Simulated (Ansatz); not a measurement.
Run this with Ansatz 0.2.0 through its Python package and show what comes out.

`tae_ch3no2.py`
```python
# -*- coding: utf-8 -*-
'''Atomisation energy of CH3NO2 at the given geometry.'''

from collections import Counter
from dataclasses import dataclass

import ansatz
from ase import Atoms


@dataclass(frozen=True)
class Options:
    basis: str = 'aug-cc-pVDZ'
    functional: str = 'HF'


cfg = Options()


def energy(molecule, charge=0, unpaired=0):
    calc = molecule.calculation().basis(gaussian=cfg.basis).functional(cfg.functional)
    if charge:
        calc = calc.charge(charge)
    if unpaired:
        calc = calc.spin('collinear', total=unpaired)
    return calc.run().report['free_energy_ev']


def main():
    atoms = Atoms(['N', 'C', 'O', 'O', 'H', 'H', 'H'], positions=[
        (-0.4053, 0.8166, 0.3072),
        (0.1754, -0.3161, 0.1613),
        (0.616, -0.9928, 1.0373),
        (0.312, -0.6572, -1.1273),
        (-0.799, 1.326, -0.5427),
        (-0.5771, 1.2774, 1.2113),
        (0.7391, -1.5218, -1.0928),
    ])
    ch3no2 = ansatz.Crystal.molecule_from_ase(atoms)

    # Hund ground states
    unpaired = {'N': 3, 'C': 2, 'O': 2, 'H': 1}
    counts = Counter(site.symbol for site in ch3no2.cartesian_sites)
    atom_energy = {s: energy(ansatz.Crystal.molecule().atom(s, (0, 0, 0)), 0, unpaired[s]) for s in counts}
    whole = energy(ch3no2, 0, 0)
    for s, e in atom_energy.items():
        print(f'{s:2s} x{counts[s]}  {e:14.5f} eV')
    print(f'CH3NO2: {whole:.5f} eV')
    split = sum(counts[s] * e for s, e in atom_energy.items()) - whole
    print(f'atomisation energy (no zero-point term): {split:.3f} eV, {split / sum(counts.values()):.3f} eV an atom')


if __name__ == '__main__':
    main()
```

Output of `python tae_ch3no2.py`:
```text
N  x1     -1480.11392 eV
C  x1     -1025.53624 eV
O  x2     -2035.31904 eV
H  x3       -13.58758 eV
CH3NO2: -6635.73274 eV
atomisation energy (no zero-point term): 18.682 eV, 2.669 eV an atom
```

18.682 eV from the electronic energies, without the zero-point term.

The settings weren't tested for convergence. The geometry is a force-field or estimated start, not a minimum of this method, and the basis set is short of its limit. All parts are taken at fixed geometry, without zero-point energy. Hartree-Fock leaves correlation out, so bond, atomisation and ionisation energies come out well too low. It ran for 1 s on 1 thread of AMD EPYC 9B14 (Zen 4), with other jobs on the host, peak memory 0.24 GiB.
